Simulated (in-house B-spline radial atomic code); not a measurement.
# Ga⁺: numerical settings, good and bad

Which of these inputs for Ga⁺ still give the converged answer?

Program: in-house B-spline radial atomic code version 1. Level of theory: scalar-relativistic (spin-free one-electron X2C) AM05, spherical fractional occupations, Fermi nucleus, basis-set limit. These are calculated values, not measurements, unless marked.

## 1. Starting point

* element: gallium (Z = 31)
* charge: +1
* electrons: 30
* configuration: [Ar] 3d10 4s2
* Hamiltonian: scalar-relativistic (X2C)
* nucleus: Fermi, rms radius 3.997 fm

The outer shells:

[Ar] 3d10 4s2
```
[Ar] core
3d [↑↓][↑↓][↑↓][↑↓][↑↓]
4s [↑↓]
```

A run counts as converged when the orbital gradient is under the tolerance times 31 hartree (or under the basis's noise floor) and the energy moved by less than 1e-8 hartree times the root of its size. Energy differences under 6e-06 hartree are noise.

Settings, as recorded:

```ini
Z = 31
electrons = 30.0
configuration = [Ar] 3d10 4s2
hamiltonian = x2c
method = am05
spin_polarised = False
nucleus = fermi
rms_radius = 3.9973
mass_number = 69
atomic_mass = 68.925573528
speed_of_light = 137.035999084
knot_spacing = 0.22
spline_order = 8
gauss_points = 12
box_radius = 35.29
max_iterations = 70
damping = 0.5
damped_steps = 3
diis_vectors = 10
tolerance = 1e-08
start = Thomas-Fermi
```

This reference run was done before. Its total energy is -1940.710655 hartree, and its levels are (the highest eight at most):

```tsv
orbital	occupation	energy (eV)	<r> (bohr)
1s	2	-10209.5	0.04829
2s	2	-1267.34	0.2179
2p	6	-1105.14	0.1908
3s	2	-155.70	0.6529
3p	6	-106.82	0.6799
3d	10	-27.493	0.8073
4s	2	-16.302	2.212
```

## 2. Spline order 5; box radius 70.58; cap on iterations 100; number of damped steps 1; convergence tolerance 1e-10

Settings: those of step 1 with these lines changed.

```diff
@@ -12,10 +12,10 @@
 knot_spacing = 0.22
-spline_order = 8
+spline_order = 5
 gauss_points = 12
-box_radius = 35.29
-max_iterations = 70
+box_radius = 70.58
+max_iterations = 100
 damping = 0.5
-damped_steps = 3
+damped_steps = 1
 diis_vectors = 10
-tolerance = 1e-08
+tolerance = 1e-10
 start = Thomas-Fermi
```

Started as:

```sh
$ python run_scf.py task.json out
```

One command runs all members of the session, one after another, from task.json.

From the run's result record (rounded, not every field):

```text
status: converged
scf [iteration, energy, orbital gradient]:
  - [1, -1940.12273769, 0.297]
  - [2, -1940.19599306, 0.138]
  - [3, -1938.03813016, 0.292]
  - [4, -1940.64532457, 0.0453]
  - [5, -1940.71058283, 0.0022]
  - [6, -1940.71062413, 0.000539]
  - [7, -1940.71063632, 6.32e-06]
  - [8, -1940.71063632, 3.12e-07]
  - [9, -1940.71063632, 2.18e-08]
energy [hartree]: {"total": -1940.71063632, "kinetic": 1978.33449506, "nuclear": -4676.69300029, "coulomb": 830.484833467, "xc": -72.8369645501}
orbitals [hartree, bohr; first row names the columns]:
  - ["name", "occ", "eps", "<r>"]
  - ["1s", 2.0, -375.19262, 0.048287]
  - ["2s", 2.0, -46.573719, 0.21787]
  - ["2p", 6.0, -40.613304, 0.19078]
  - ["3s", 2.0, -5.7217755, 0.65291]
  - ["3p", 6.0, -3.9255383, 0.67995]
  - ["3d", 10.0, -1.0103388, 0.80727]
  - ["4s", 2.0, -0.59909319, 2.2117]
sum_r [bohr^k]: {"-1": 152.1634, "1": 19.5586, "2": 24.40805}
energy_minus_base [hartree]: 1.91184133e-05
```

It took 0.13 s on 1 thread, shared host.

energy_minus_base is the energy less that of the reference run.

## 3. First knot 0.0323; cap on iterations 100; damping (share of the old matrix) 0

Settings: those of step 2 with these lines changed.

```diff
@@ -12,10 +12,11 @@
 knot_spacing = 0.22
-spline_order = 5
+spline_order = 8
 gauss_points = 12
-box_radius = 70.58
+box_radius = 35.29
+first_knot = 0.0323
 max_iterations = 100
-damping = 0.5
-damped_steps = 1
+damping = 0
+damped_steps = 3
 diis_vectors = 10
-tolerance = 1e-10
+tolerance = 1e-08
 start = Thomas-Fermi
```

Result record:

```text
status: converged
scf [iteration, energy, orbital gradient]:
  - [1, -1939.9872223, 0.428]
  - [2, -1940.0602985, 0.138]
  - [3, -1937.90030188, 0.292]
  - [4, -1935.48896289, 0.467]
  - [5, -1881.10645489, 1.04]
  - [6, -1939.41299089, 0.171]
  - [7, -1940.55197307, 0.0327]
  - [8, -1940.57511898, 0.00391]
  - [9, -1940.57534884, 0.000507]
  - [10, -1940.57535611, 5.36e-05]
  - [11, -1940.57535621, 1.41e-06]
  - [12, -1940.57535621, 1.93e-07]
energy [hartree]: {"total": -1940.57535621, "kinetic": 1977.70466093, "nuclear": -4675.91891164, "coulomb": 830.472232201, "xc": -72.8333377056}
orbitals [hartree, bohr; first row names the columns]:
  - ["name", "occ", "eps", "<r>"]
  - ["1s", 2.0, -375.13536, 0.048294]
  - ["2s", 2.0, -46.568214, 0.21789]
  - ["2p", 6.0, -40.613788, 0.19078]
  - ["3s", 2.0, -5.7209719, 0.65296]
  - ["3p", 6.0, -3.9256281, 0.67994]
  - ["3d", 10.0, -1.0103987, 0.80725]
  - ["4s", 2.0, -0.59904819, 2.2119]
sum_r [bohr^k]: {"-1": 152.1166, "1": 19.55887, "2": 24.40931}
energy_minus_base [hartree]: 0.135299226
```

Wall time 0.06 s (1 thread, shared host).

## 4. Cap on iterations 75; damping (share of the old matrix) 0; number of DIIS vectors 2

Settings: those of step 3 with these lines changed.

```diff
@@ -15,7 +15,6 @@
 box_radius = 35.29
-first_knot = 0.0323
-max_iterations = 100
+max_iterations = 75
 damping = 0
 damped_steps = 3
-diis_vectors = 10
+diis_vectors = 2
 tolerance = 1e-08
```

Result record:

```text
status: converged
scf [iteration, energy, orbital gradient]:
  - [1, -1940.12275543, 0.296]
  - [2, -1940.19601377, 0.141]
  - [3, -1938.03815773, 0.288]
  - [4, -1935.62780822, 0.466]
  - [5, -1881.24895375, 1.03]
  - [6, -1939.54876881, 0.167]
  - [7, -1940.68456968, 0.0334]
  - [8, -1940.70590527, 0.00962]
  - [9, -1940.70598, 0.0131]
  - [10, -1940.71038559, 0.00255]
  - [11, -1940.71054554, 0.00179]
  - [12, -1940.71065488, 0.000111]
  - [13, -1940.71065537, 4.01e-05]
  - [14, -1940.71065544, 3.08e-06]
  - [15, -1940.71065544, 1.32e-06]
  - [16, -1940.71065544, 2.64e-06]
  - [17, -1940.71065544, 2.93e-07]
energy [hartree]: {"total": -1940.71065544, "kinetic": 1978.33453777, "nuclear": -4676.69313319, "coulomb": 830.484909332, "xc": -72.8369693482}
orbitals [hartree, bohr; first row names the columns]:
  - ["name", "occ", "eps", "<r>"]
  - ["1s", 2.0, -375.19261, 0.048287]
  - ["2s", 2.0, -46.573717, 0.21787]
  - ["2p", 6.0, -40.613301, 0.19078]
  - ["3s", 2.0, -5.721775, 0.65291]
  - ["3p", 6.0, -3.9255368, 0.67995]
  - ["3d", 10.0, -1.010337, 0.80727]
  - ["4s", 2.0, -0.59909297, 2.2117]
sum_r [bohr^k]: {"-1": 152.1634, "1": 19.55859, "2": 24.40804}
energy_minus_base [hartree]: -3.95630195e-11
```

Run time: 0.16 s. Hardware: 1 thread, shared host.

## 5. Gauss points an interval 16; cap on iterations 50; damping (share of the old matrix) 0; convergence tolerance 0.001

Settings: those of step 4 with these lines changed.

```diff
@@ -13,9 +13,9 @@
 spline_order = 8
-gauss_points = 12
+gauss_points = 16
 box_radius = 35.29
-max_iterations = 75
+max_iterations = 50
 damping = 0
 damped_steps = 3
-diis_vectors = 2
-tolerance = 1e-08
+diis_vectors = 10
+tolerance = 0.001
 start = Thomas-Fermi
```

Result record:

```text
status: converged
scf [iteration, energy, orbital gradient]:
  - [1, -1940.12275444, 0.296]
  - [2, -1940.19593954, 0.141]
  - [3, -1938.03765138, 0.288]
  - [4, -1935.62707768, 0.467]
  - [5, -1881.25054678, 1.03]
  - [6, -1939.54872035, 0.167]
  - [7, -1940.68729724, 0.0319]
  - [8, -1940.7104181, 0.0038]
  - [9, -1940.71064801, 0.000508]
  - [10, -1940.71065529, 5.29e-05]
  - [11, -1940.71065539, 1.41e-06]
energy [hartree]: {"total": -1940.71065539, "kinetic": 1978.33450082, "nuclear": -4676.69292423, "coulomb": 830.484728953, "xc": -72.8369609313}
orbitals [hartree, bohr; first row names the columns]:
  - ["name", "occ", "eps", "<r>"]
  - ["1s", 2.0, -375.19262, 0.048287]
  - ["2s", 2.0, -46.573725, 0.21787]
  - ["2p", 6.0, -40.613309, 0.19078]
  - ["3s", 2.0, -5.7217809, 0.65291]
  - ["3p", 6.0, -3.9255426, 0.67995]
  - ["3d", 10.0, -1.0103423, 0.80727]
  - ["4s", 2.0, -0.59909452, 2.2117]
sum_r [bohr^k]: {"-1": 152.1634, "1": 19.55861, "2": 24.40811}
energy_minus_base [hartree]: 4.85977125e-08
```

It took 0.13 s on 1 thread, shared host.

## 6. Knot spacing (logarithmic) 0.3; spline order 10; cap on iterations 75; convergence tolerance 1e-05; starting potential bare nucleus

Settings, as recorded:

```ini
Z = 31
electrons = 30.0
configuration = [Ar] 3d10 4s2
hamiltonian = x2c
method = am05
spin_polarised = False
nucleus = fermi
rms_radius = 3.9973
mass_number = 69
atomic_mass = 68.925573528
speed_of_light = 137.035999084
knot_spacing = 0.3
spline_order = 10
gauss_points = 12
box_radius = 35.29
max_iterations = 75
damping = 0.5
damped_steps = 3
diis_vectors = 10
tolerance = 1e-05
start = bare nucleus
```

Result record:

```text
status: converged
scf [iteration, energy, orbital gradient]:
  - [1, -1694.16135024, 6.37]
  - [2, -1743.51729048, 3.07]
  - [3, -1937.34723063, 0.625]
  - [4, -1939.84699039, 0.251]
  - [5, -1940.4087824, 0.114]
  - [6, -1940.34465083, 0.156]
  - [7, -1940.70871234, 0.00918]
  - [8, -1940.71065286, 0.000156]
  - [9, -1940.71065337, 6.43e-05]
  - [10, -1940.71065346, 6.47e-07]
energy [hartree]: {"total": -1940.71065346, "kinetic": 1978.33452624, "nuclear": -4676.6931148, "coulomb": 830.484899502, "xc": -72.8369644032}
orbitals [hartree, bohr; first row names the columns]:
  - ["name", "occ", "eps", "<r>"]
  - ["1s", 2.0, -375.19261, 0.048287]
  - ["2s", 2.0, -46.573718, 0.21787]
  - ["2p", 6.0, -40.613302, 0.19078]
  - ["3s", 2.0, -5.7217746, 0.65291]
  - ["3p", 6.0, -3.9255367, 0.67995]
  - ["3d", 10.0, -1.0103373, 0.80727]
  - ["4s", 2.0, -0.59909279, 2.2117]
sum_r [bohr^k]: {"-1": 152.1634, "1": 19.55859, "2": 24.40804}
energy_minus_base [hartree]: 1.97771624e-06
```

Wall time 0.09 s (1 thread, shared host).

## 7. What each setting did

| run | outcome | iterations | energy less the reference (hartree) |
| --- | --- | --- | --- |
| reference | converged | 10 | 0 |
| spline order 5; box radius 70.58; cap on iterations 100; number of damped steps 1; convergence tolerance 1e-10 | converged | 9 | +1.91e-05 |
| first knot 0.0323; cap on iterations 100; damping (share of the old matrix) 0 | converged | 12 | +0.135 |
| cap on iterations 75; damping (share of the old matrix) 0; number of DIIS vectors 2 | converged | 17 | below noise |
| Gauss points an interval 16; cap on iterations 50; damping (share of the old matrix) 0; convergence tolerance 0.001 | converged | 11 | below noise |
| knot spacing (logarithmic) 0.3; spline order 10; cap on iterations 75; convergence tolerance 1e-05; starting potential bare nucleus | converged | 10 | below noise |

**Reading.** Of 5 changed inputs, 3 gave the reference energy within 1e-05 hartree and 2 converged to another value. The worst converged miss is +0.135 hartree (first knot 0.0323; cap on iterations 100; damping (share of the old matrix) 0): that the iterations converge says nothing of the basis, the quadrature or the box.
